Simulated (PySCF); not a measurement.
# C6H11F2N: magnetic properties

Aim: compute the magnetic properties of C6H11F2N (`FC(F)[C@H]1CCCCN1`).

Computed with PySCF 2.14.0 and routines of our own; the level stands in each step. Atoms count from 0.

## 1. The starting structure

20 atoms, charge 0, multiplicity 1; geometry from: GFN2-xTB.

## 2. Magnetic properties: GIAO KT3/pcSseg-1

Job settings and geometry (Å):

```
{"job": {"kind": "mag", "xc": "KT3", "basis": "pcSseg-1", "isotopologues": 0}, "charge": 0, "multiplicity": 1}
F      2.898680     1.215651     0.709981
C      2.229858     0.033569     0.707358
F      3.081728    -0.872505     0.171329
C      0.949211     0.142518    -0.114070
C      0.254423    -1.217441    -0.205413
C     -1.052258    -1.071625    -0.979415
C     -1.922941    -0.014327    -0.307358
C     -1.153670     1.299972    -0.208514
N      0.064881     1.081128     0.551671
H      2.039933    -0.246203     1.753446
H      1.234057     0.475384    -1.131724
H      0.040745    -1.564797     0.806911
H      0.915416    -1.936496    -0.690607
H     -1.573750    -2.028957    -1.011447
H     -0.836580    -0.769116    -2.007104
H     -2.184265    -0.343748     0.698960
H     -2.842858     0.140116    -0.872449
H     -0.944261     1.676627    -1.225327
H     -1.748741     2.048565     0.317979
H      0.545244     1.962364     0.707302
```

Method: GIAO KT3/pcSseg-1 magnetisability, rotational g tensor and spin-rotation constants, non-relativistic, gas phase.

Started as:

```console
OMP_NUM_THREADS=1 python excited_run.py task.json out
```

The driver reads the jobs from task.json and runs them one after another.

What it wrote:

```text
coarse grid: 16576 points
cycle   1  E = -496.3891386137  dE =  9.924e-01  |g| = 9.584e-01  |ddm| = 3.945e+00
cycle   2  E = -496.0719211060  dE =  3.172e-01  |g| = 1.655e+00  |ddm| = 2.090e+00
cycle   3  E = -496.5545487664  dE = -4.826e-01  |g| = 1.166e-01  |ddm| = 1.388e+00
cycle   4  E = -496.5571818894  dE = -2.633e-03  |g| = 4.928e-02  |ddm| = 1.485e-01
cycle   5  E = -496.5577075131  dE = -5.256e-04  |g| = 1.639e-02  |ddm| = 5.727e-02
cycle   6  E = -496.5577645993  dE = -5.709e-05  |g| = 4.595e-03  |ddm| = 1.988e-02
cycle   7  E = -496.5577684029  dE = -3.804e-06  |g| = 1.005e-03  |ddm| = 5.110e-03
final grid: 160544 points
cycle   8  E = -496.6266693715  dE = -3.114e-04  |g| = 3.254e-02  |ddm| = 7.932e-02
cycle   9  E = -496.6263435622  dE =  3.258e-04  |g| = 5.601e-02  |ddm| = 6.136e-02
cycle  10  E = -496.6268165148  dE = -4.730e-04  |g| = 3.015e-03  |ddm| = 4.205e-02
cycle  11  E = -496.6268186247  dE = -2.110e-06  |g| = 6.053e-04  |ddm| = 3.634e-03
cycle  12  E = -496.6268186868  dE = -6.209e-08  |g| = 2.420e-04  |ddm| = 7.181e-04
cycle  13  E = -496.6268186993  dE = -1.251e-08  |g| = 4.696e-05  |ddm| = 2.522e-04
cycle  14  E = -496.6268186997  dE = -3.998e-10  |g| = 1.936e-05  |ddm| = 6.156e-05
converged SCF energy = -496.6268186997

Magnetisability tensor (1e-30 J/T^2)
    -1389.52       11.62      -23.85
       11.62    -1376.96      -42.75
      -23.85      -42.75    -1281.90
isotropic -1349.46   principal values   -1396.53  -1391.75  -1260.10
isotropic susceptibility -81.266 1e-6 cm^3/mol

Inertial axes            a          b          c
rot. const./GHz      3.1528     1.0658     0.8431
chi total           -83.975    -83.903    -75.921
chi diamagnetic    -500.637  -1197.371  -1482.577
chi paramagnetic    416.663   1113.467   1406.656
quadrupole/D A       -3.999      2.507      1.492
g nuclear            0.6016     0.5503     0.5485
g electronic        -0.6171    -0.5575    -0.5571
g total             -0.0156    -0.0072    -0.0086

Spin-rotation constants (kHz, H = +C I.J)
atom  isotope        aa         bb         cc
  0    19F        3.187      0.883      0.868
  2    19F        3.086      0.822      0.920
  8    14N        0.198      0.059      0.046
  9     1H       -0.279     -0.115      0.066
 10     1H       -0.304     -0.129      0.043
 11     1H       -0.349     -0.123      0.027
 12     1H       -0.246     -0.004     -0.085
 13     1H       -0.222     -0.013     -0.082
 14     1H       -0.358     -0.119      0.029
 15     1H       -0.346     -0.119      0.030
 16     1H        0.064     -0.116     -0.083
 17     1H       -0.338     -0.103      0.038
 18     1H       -0.248      0.012     -0.075
 19     1H       -0.258     -0.011     -0.101
  1    13C*       0.936      0.315      0.266
  3    13C*       0.723      0.239      0.165
  4    13C*       0.552      0.184      0.127
  5    13C*       0.538      0.180      0.127
  6    13C*       0.557      0.182      0.127
  7    13C*       0.568      0.240      0.156
* in the singly substituted isotopologue
```

Run time: 1.8 min. Hardware: 1 thread of Arm Neoverse N1, shared host; peak memory 0.73 GiB.

In short:

| quantity | value |
| --- | --- |
| magnetisability | -1349·10⁻³⁰ J/T² |
| molar susceptibility | -81.3·10⁻⁶ cm³/mol |
| rotational g (a, b, c) | -0.0156, -0.0072, -0.0086 |

Orbitals, density, ELF and potential are computed afterwards from the orbital file.

Frontier orbitals at KT3/pcSseg-1, with the share of their density that lies nearest to each atom:

| orbital | energy (eV) | lies on |
| --- | --- | --- |
| HOMO | -5.56 | N8 62 %; H10, H17, H19 about 8 % each |
| LUMO | 0.46 | H18, H19 about 14 % each; H16, H17 about 11 % each; H13, H14 about 8 % each |

ELF in a plane through or near 11 of the atoms.

Ten even steps from ' ' (0.00) to '@' (1.00):
```
                                                        
                                                        
                                                        
                        ..      ::====::                
                    ##@@@@==  ..%%@@@@%%::              
          ..----..  ##@@@@##  --%%@@@@%%..              
      ..--**%%%%++  ==%%@@##++++==**##--                
      ::++%%**%%++    --##**%%++@@..++..  ::::          
      ::==####%%======++%%##++++**%%%%++%%@@@@**..      
          ..--==::@@##::--++....++##==##@@@@@@%%--      
        ..--++**--%%##--**##::..**%%##**@@@@@@##..      
      --++%%####==::--**@@****##==**%%==--++++..        
      ::++%%%%%%++  ..++**::**%%..::**==                
        ::++####==  **@@@@%%******@@@@@@==              
            ....    @@@@@@@@::  ##@@@@@@%%..            
                    @@@@@@%%..  ++@@@@@@**              
                    ..::--..      ..==::                
                                                        
                                                        
                                                        
```
The map spans 11.3 Å across and 9.6 Å up, centred on the molecule. Atoms in the plane (x, y in Å): F0 (-3.0, 1.2), C1 (-2.4, 0.1), F2 (-3.0, -1.0), C3 (-0.9, 0.1), C4 (-0.2, -1.2), C5 (1.3, -1.2), C7 (1.1, 1.3), H12 (-0.7, -2.1), H13 (1.8, -2.1), H16 (2.9, 0.2), H19 (-0.8, 2.1).

log10 of the density (e/Å³) in the same plane.

Ten even steps from ' ' (-4.0) to '@' (1.6):
```
                                                        
                                                        
                    ............::::::....              
                  ..::::--::::----------::..            
        ..::----::--====++======++++++==--::            
      ::--==++++====++******++++******++--::..          
    ::==++**####**++++**####**######**++==--::..        
    ::==++##@@%%**++++**########@@%%**++====--::..      
    ::==++##%%####****######****######****++++--::..    
    ::--==++**########%%####**++**########**++==--..    
    ::==++**################******######****++--::..    
    ::==++##%%%%##******##############**++++==--::..    
    ::==++##%%%%**++++**##%%####%%%%##**==--::....      
    ..--==++****++==++**####****######**==--::..        
      ..----====--==++******++++******++==--..          
          ..::::::--==++++++======++++==--::..          
                ..::::------::::--------::..            
                  ......::..........::....              
                                                        
                                                        
```
The map spans 11.3 Å across and 9.6 Å up, centred on the molecule. Atoms in the plane (x, y in Å): F0 (-3.0, 1.2), C1 (-2.4, 0.1), F2 (-3.0, -1.0), C3 (-0.9, 0.1), C4 (-0.2, -1.2), C5 (1.3, -1.2), C7 (1.1, 1.3), H12 (-0.7, -2.1), H13 (1.8, -2.1), H16 (2.9, 0.2), H19 (-0.8, 2.1).

On the surface of density 0.002 e/bohr³ the electrostatic potential runs, from the 1st to the 99th percentile, from -1.02 V near N8 to 1.14 V near H19.

## 3. Magnetic properties: GIAO LDA/6-31G*

Settings changed since step 2:

```diff
@@ -1,2 +1,2 @@
-{"job": {"kind": "mag", "xc": "KT3", "basis": "pcSseg-1", "isotopologues": 0}, "charge": 0, "multiplicity": 1}
+{"job": {"kind": "mag", "xc": "LDA", "basis": "6-31G*"}, "charge": 0, "multiplicity": 1}
 F      2.898680     1.215651     0.709981
```

Method: GIAO LDA/6-31G* magnetisability, rotational g tensor and spin-rotation constants, non-relativistic, gas phase.

What it wrote:

```text
coarse grid: 16576 points
cycle   1  E = -485.6608873758  dE =  9.762e-01  |g| = 8.666e-01  |ddm| = 4.079e+00
cycle   2  E = -485.3571193043  dE =  3.038e-01  |g| = 1.518e+00  |ddm| = 2.364e+00
cycle   3  E = -485.8198758312  dE = -4.628e-01  |g| = 1.211e-01  |ddm| = 1.505e+00
cycle   4  E = -485.8229404684  dE = -3.065e-03  |g| = 4.340e-02  |ddm| = 1.592e-01
cycle   5  E = -485.8233195160  dE = -3.790e-04  |g| = 1.486e-02  |ddm| = 5.384e-02
cycle   6  E = -485.8233662641  dE = -4.675e-05  |g| = 4.068e-03  |ddm| = 1.914e-02
cycle   7  E = -485.8233693250  dE = -3.061e-06  |g| = 7.952e-04  |ddm| = 4.831e-03
final grid: 160544 points
cycle   8  E = -485.7820621521  dE = -6.042e-05  |g| = 7.310e-03  |ddm| = 3.736e-02
cycle   9  E = -485.7820405577  dE =  2.159e-05  |g| = 1.260e-02  |ddm| = 1.836e-02
cycle  10  E = -485.7820741846  dE = -3.363e-05  |g| = 1.232e-03  |ddm| = 1.204e-02
cycle  11  E = -485.7820744609  dE = -2.763e-07  |g| = 3.462e-04  |ddm| = 1.575e-03
cycle  12  E = -485.7820744844  dE = -2.354e-08  |g| = 8.302e-05  |ddm| = 3.902e-04
cycle  13  E = -485.7820744859  dE = -1.415e-09  |g| = 2.135e-05  |ddm| = 1.034e-04
cycle  14  E = -485.7820744859  dE = -9.311e-11  |g| = 5.610e-06  |ddm| = 2.787e-05
converged SCF energy = -485.7820744859

Magnetisability tensor (1e-30 J/T^2)
    -1410.75        8.70      -17.98
        8.70    -1400.99      -31.42
      -17.98      -31.42    -1333.80
isotropic -1381.84   principal values   -1415.85  -1412.53  -1317.16
isotropic susceptibility -83.217 1e-6 cm^3/mol

Inertial axes            a          b          c
rot. const./GHz      3.1528     1.0658     0.8431
chi total           -85.191    -85.104    -79.355
chi diamagnetic    -499.352  -1195.914  -1480.585
chi paramagnetic    414.161   1110.810   1401.229
quadrupole/D A       -3.502      2.713      0.789
g nuclear            0.6016     0.5503     0.5485
g electronic        -0.6135    -0.5562    -0.5550
g total             -0.0119    -0.0059    -0.0065

Spin-rotation constants (kHz, H = +C I.J)
atom  isotope        aa         bb         cc
  0    19F        2.820      0.852      0.756
  2    19F        2.735      0.791      0.823
  8    14N        0.181      0.052      0.040
  9     1H       -0.281     -0.115      0.065
 10     1H       -0.309     -0.131      0.040
 11     1H       -0.360     -0.123      0.024
 12     1H       -0.260     -0.007     -0.087
 13     1H       -0.235     -0.017     -0.083
 14     1H       -0.366     -0.120      0.025
 15     1H       -0.347     -0.123      0.026
 16     1H        0.056     -0.121     -0.085
 17     1H       -0.345     -0.106      0.034
 18     1H       -0.257      0.008     -0.078
 19     1H       -0.270     -0.018     -0.102
  1    13C*       0.893      0.299      0.259
  3    13C*       0.673      0.225      0.151
  4    13C*       0.501      0.167      0.110
  5    13C*       0.486      0.159      0.107
  6    13C*       0.491      0.165      0.106
  7    13C*       0.517      0.220      0.136
* in the singly substituted isotopologue
```

It took 45 s on 1 thread of Arm Neoverse N1, shared host; peak memory 0.62 GiB.

From this job:

| quantity | value |
| --- | --- |
| magnetisability | -1382·10⁻³⁰ J/T² |
| molar susceptibility | -83.2·10⁻⁶ cm³/mol |
| rotational g (a, b, c) | -0.0119, -0.0059, -0.0065 |

## 4. The levels compared

| level | ξ (10⁻³⁰ J/T²) | g(a) | g(b) | gap (eV) | functions | time |
| --- | --- | --- | --- | --- | --- | --- |
| GIAO KT3/pcSseg-1 | -1349 | -0.0156 | -0.0072 | 6.02 | 208 | 1.8 min |
| GIAO LDA/6-31G* | -1382 | -0.0119 | -0.0059 | 6.55 | 148 | 45 s |

## 5. Results

```
                                          quantity                      value
       magnetisability (step 2, GIAO KT3/pcSseg-1)           -1349·10⁻³⁰ J/T²
  molar susceptibility (step 2, GIAO KT3/pcSseg-1)         -81.3·10⁻⁶ cm³/mol
rotational g (a, b, c) (step 2, GIAO KT3/pcSseg-1)  -0.0156, -0.0072, -0.0086
             surface potential, 1st and 99th percentile         -1.02 V and 1.14 V
                   magnetisability over the levels  -1382 to -1349·10⁻³⁰ J/T²
```

In words: The magnetisability spreads by 2.4 % over 2 levels, from GIAO LDA/6-31G* (45 s) to GIAO KT3/pcSseg-1 (1.8 min); the runs took 45 s to 1.8 min. Two levels can agree by chance, so this spread shows no convergence. Vibrational averaging and real surroundings are missing from these values.
